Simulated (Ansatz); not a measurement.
# C6O6W: the cost of one run

Computed with Ansatz 0.2.0 (the levels named in each step, unless a step's input says otherwise).

**1. Starting point**

Bond lengths: C1–O2 1.137 Å, C3–O4 1.137 Å, C5–O6 1.137 Å, C7–O8 1.137 Å, C9–O10 1.137 Å, C11–O12 1.137 Å, C1–W13 2.010 Å, C3–W13 2.010 Å, C5–W13 2.010 Å, C7–W13 2.010 Å, C9–W13 2.010 Å, C11–W13 2.010 Å. Angles (14 of 21 angles, heavy atoms first): O2–C1–W13 180.0°, O4–C3–W13 180.0°, O6–C5–W13 180.0°, O8–C7–W13 180.0°, O10–C9–W13 180.0°, O12–C11–W13 180.0°, C1–W13–C3 90.0°, C1–W13–C5 180.0°, C1–W13–C7 90.0°, C1–W13–C9 90.0°, C1–W13–C11 90.0°, C3–W13–C5 90.0°, C3–W13–C7 90.0°, C3–W13–C9 90.0°.

Structure file:

```xyz
13

C    -1.0952   -1.5007   -0.7683
O    -1.7145   -2.3493   -1.2027
C     0.5981    0.5108   -1.8502
O     0.9362    0.7996   -2.8964
C     1.0952    1.5007    0.7683
O     1.7145    2.3493    1.2027
C     1.5763   -1.2365    0.1682
O     2.4676   -1.9356    0.2633
C    -1.5763    1.2365   -0.1682
O    -2.4676    1.9356   -0.2633
C    -0.5981   -0.5108    1.8502
O    -0.9363   -0.7996    2.8964
W     0.0000    0.0000    0.0000
```

**2. A rough first relaxation, PBE-D4/def2-SVP**

Contents of input.yaml:

```yaml
crystal:
  periodic: [false, false, false]
  atoms:
    - { symbol: C, position_ang: [-1.09521, -1.50072, -0.76831] }
    - { symbol: O, position_ang: [-1.71446, -2.34925, -1.20273] }
    - { symbol: C, position_ang: [0.59808, 0.51078, -1.85024] }
    - { symbol: O, position_ang: [0.93623, 0.79958, -2.89639] }
    - { symbol: C, position_ang: [1.09521, 1.50072, 0.76831] }
    - { symbol: O, position_ang: [1.71446, 2.34925, 1.20273] }
    - { symbol: C, position_ang: [1.57632, -1.23649, 0.16819] }
    - { symbol: O, position_ang: [2.46759, -1.93561, 0.26329] }
    - { symbol: C, position_ang: [-1.57632, 1.23649, -0.16818] }
    - { symbol: O, position_ang: [-2.46759, 1.93562, -0.26328] }
    - { symbol: C, position_ang: [-0.59808, -0.51077, 1.85024] }
    - { symbol: O, position_ang: [-0.93625, -0.79957, 2.89638] }
    - { symbol: W, position_ang: [0.0, 0.0, 0.0] }
basis:
  gaussian: { orbitals: def2-SVP }
hamiltonian:
  xc: pbe
  dispersion: d4
relax:
  f_tol: 0.03
  max_steps: 200
```

Launch:

```
ansatz run input.yaml --threads 8 --pin off --max-ram 22528MiB --backend cpu --events-out ev --progress --plain --runs-dir out
```

What time and memory should one allow on 8 threads of Arm Neoverse V2, shared host?

About 8.9 s, with a peak of 0.37 GiB.
